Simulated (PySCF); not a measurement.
**TaN₂: structure of the doublet**

Where does doublet TaN₂ go from a bent start, is the end point a minimum, and what are its modes, charges and moments?

Computed with PySCF 2.14.0. Level: PBE0, basis Ta def2-TZVP with ECP60, N def2-TZVP, scalar-relativistic core potentials, no spin–orbit coupling, density fitting.

**1. Starting geometry**

3 atoms, charge 0, spin multiplicity 2.

Bond lengths: Ta1–N2 1.860 Å, Ta1–N3 1.860 Å. Angles: N2–Ta1–N3 110.0°.

```xyz
3
charge 0 multiplicity 2
Ta    0.0000    0.0000    0.0000
N     1.5236    0.0000    1.0669
N    -1.5236    0.0000    1.0669
```

**2. The SCF at the typed geometry**

One driver script runs all steps and calls PySCF; scf.py shows how it sets up the SCF of each step. The optimiser is the driver's own. After this first run the driver tries any further starts and a stability analysis.

Contents of scf.py:

```python
from pyscf import gto, scf, dft
mol = gto.M(atom='''
Ta     0.000000     0.000000     0.000000
N      1.523600     0.000000     1.066900
N     -1.523600     0.000000     1.066900''',
    basis={'Ta': 'def2-TZVP', 'N': 'def2-TZVP'},
    ecp={'Ta': 'def2-TZVP'},
    charge=0, spin=1)
mf = dft.UKS(mol, xc='PBE0')
mf.grids.atom_grid = (50, 194)
aux = {'Ta': 'def2-universal-JKFIT', 'N': 'def2-universal-JKFIT'}
mf = mf.density_fit(auxbasis=aux)
mf.conv_tol = 1e-08
mf.diis_space = 10
mf.max_cycle = 60
mf.init_guess = 'minao'
mf.verbose = 4
mf.kernel()
```

The run is started by

```
$ OMP_NUM_THREADS=4 python axn.py task.json out
```

Further steps of the session: Bent start, doublet: relaxation; Vibrations and properties at this point.

Q: Predict the outcome of this session. Wanted: minimum; geometry; wavenumbers; dipole moment; highest occupied, lowest empty level; polar-tensor charge of Ta1; zero-point energy; atomisation energy; ⟨S²⟩.

**Answer**, as computed:

| quantity | value |
| --- | --- |
| minimum | doublet, C2v |
| geometry | Ta–N 1.747 Å (×2); N–Ta–N 99.1° |
| wavenumbers (cm⁻¹) | 305 (a1), 697 (b2), 982 (a1) |
| dipole moment | 6.87 D |
| highest occupied, lowest empty level (either spin) | -6.70, -3.69 eV |
| polar-tensor charge of Ta1 | +0.90 e |
| zero-point energy | 11.9 kJ/mol |
| entropy at 298.15 K | 280.3 J/(mol K) |
| atomisation energy (no zero-point energy) | 945 kJ/mol |
| ⟨S²⟩ | 0.804 |

In words: The molecule stays C2v, as typed, and the end point is a minimum. In the infrared the band at 982 cm⁻¹ (a1, stretch) leads. With 6.9 D the molecule is strongly polar. Only this shape and spin were tried, so other structures or states may lie lower. One determinant may miss the lowest occupation of an open d or f shell. With an element this heavy the missing spin–orbit coupling can shift these numbers.
